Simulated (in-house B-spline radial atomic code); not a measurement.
**Tc²⁺: density, ELF and screening along the radius**

How do the shells of Tc²⁺ show in real space, and how much do the settings move them?

Program: in-house B-spline radial atomic code version 1. Level of theory: several methods, spin-polarised, as named in each step; spherical all-electron atom at the radial basis limit. These are calculated values, not measurements, unless marked.

## Step 1: What is computed

```
element       : technetium (Z = 43)
charge        : +2
electrons     : 41
configuration : [Kr] 4d5
nucleus       : point (non-relativistic runs) or finite (X2C runs)
```

The outer shells:

[Kr] 4d5
```
[Kr] core
4d [↑ ][↑ ][↑ ][↑ ][↑ ]
```

Where spins are not typed, each open shell is filled with up spins first.

## Step 2: LDA (VWN5), non-rel.

The run's settings:

```ini
Z = 43
electrons = 41.0
configuration = [Kr] 4d5
hamiltonian = nr
method = lda,vwn
spin_polarised = True
```

Launch:

```bash
$ python run_scf.py task.json out
```

The settings of every run stand in task.json; they run in order.

## Step 3: PBE, non-rel.

The run's settings:

```ini
Z = 43
electrons = 41.0
configuration = [Kr] 4d5
hamiltonian = nr
method = pbe,pbe
spin_polarised = True
```

## Step 4: Hartree-Fock, non-rel.

The run's settings:

```ini
Z = 43
electrons = 41.0
configuration = [Kr] 4d5
hamiltonian = nr
method = hf
spin_polarised = True
```

## Step 5: CAM-B3LYP, non-rel.

The run's settings:

```ini
Z = 43
electrons = 41.0
configuration = [Kr] 4d5
hamiltonian = nr
method = camb3lyp
spin_polarised = True
```

## Step 6: AM05, non-rel.

The run's settings:

```ini
Z = 43
electrons = 41.0
configuration = [Kr] 4d5
hamiltonian = nr
method = am05
spin_polarised = True
```

Q: How large is the system in each run, where do the shell borders lie, and what is the highest level?

As calculated:

| run | total energy (hartree) | highest level (eV) | radius holding 50 / 90 / 99 % (bohr) | radius at n = 0.001 (bohr) | ELF minima on the full grid (bohr) |
| --- | --- | --- | --- | --- | --- |
| LDA (VWN5), non-rel. | -4201.5042 | -24.216 | 0.409 / 1.48 / 2.65 | 3.50 | 0.056, 0.23, 0.76 |
| PBE, non-rel. | -4205.6113 | -24.126 | 0.409 / 1.48 / 2.65 | 3.49 | 0.056, 0.23, 0.75 |
| Hartree-Fock, non-rel. | -4204.0930 | -30.458 | 0.408 / 1.48 / 2.60 | 3.44 | 0.056, 0.23, 0.75 |
| CAM-B3LYP, non-rel. | -4206.2596 | -27.174 | 0.408 / 1.48 / 2.64 | 3.48 | 0.056, 0.23, 0.75 |
| AM05, non-rel. | -4201.6954 | -24.064 | 0.409 / 1.48 / 2.64 | 3.48 | 0.056, 0.23, 0.75 |

In the first run ELF has 3 minima on the grid, which mark the borders between shells. On the record's full grid the screened charge (r times the electrostatic potential) falls from 42.9 near the nucleus to 2.00 at 5.6 bohr; far out it tends to the net charge, 2. The grid is coarse (about 22 % a step), so the places of minima are rough.

Members of this set that are not shown: 1 used exact exchange with fractional occupations of an open shell, which is unsound here.
